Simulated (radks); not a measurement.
# Ca³⁺ in [He] 2s2 2p4 3s2 3p5 4s2: an all-electron calculation

One table from this session's results is given with a row withheld; the runs are named, their logs left out.

Program: radks (a radial shooting solver on a logarithmic mesh, Libxc functionals) version 1. Level of theory: Dirac Kohn-Sham, PBEsol, spin-unpolarised, spherical densities, finite nucleus; open shells fill j = l - 1/2 first. These are calculated values, not measurements, unless marked.

## The system

```
element            : calcium (Z = 20)
charge             : +3
electrons          : 17
configuration      : [He] 2s2 2p4 3s2 3p5 4s2
nuclear rms radius : 3.4776 fm
```

The first run:

Input:

```text
Z 20
configuration [He] 2s2 2p4 3s2 3p5 4s2
relativity Dirac
functional pbe_sol,pbe_sol
spin unpolarised
j_filling energy
nucleus finite rms 3.4776 fm
c 137.035999084
```

On the command line:

```console
$ python run_ks.py task.json out
```

This one command runs every case of the session in turn.

One of the session's tables, all rows but one given; the rest of the session is left out.

It belongs to the step «Radial structure». From the orbitals of this run (lengths in bohr):

| level | <r> | outermost maximum (interpolated) | 90 % within | nodes |
| --- | --- | --- | --- | --- |
| 1s1/2 | 0.07681 | 0.0503 | 0.137 | 0 |
| 2s1/2 | 0.3519 | 0.294 | 0.545 | 1 |
| 2p1/2 | 0.3102 | 0.237 | 0.508 | 0 |
| 2p3/2 | 0.3125 | 0.239 | 0.511 | 0 |
| 3s1/2 | 1.013 | 0.902 | 1.50 | 2 |
| 3p1/2 | ? | ? | ? | ? |
| 3p3/2 | 1.045 | 0.911 | 1.58 | 1 |
| 4s1/2 | 2.500 | 2.32 | 3.57 | 3 |

**Question.** Estimate the row for 3p1/2.

The run gave: <r>: 1.040; outermost maximum (interpolated): 0.906; 90 % within: 1.57; nodes: 1. In the column «<r>» it lies between 3s1/2 (1.013) and 3p3/2 (1.045).
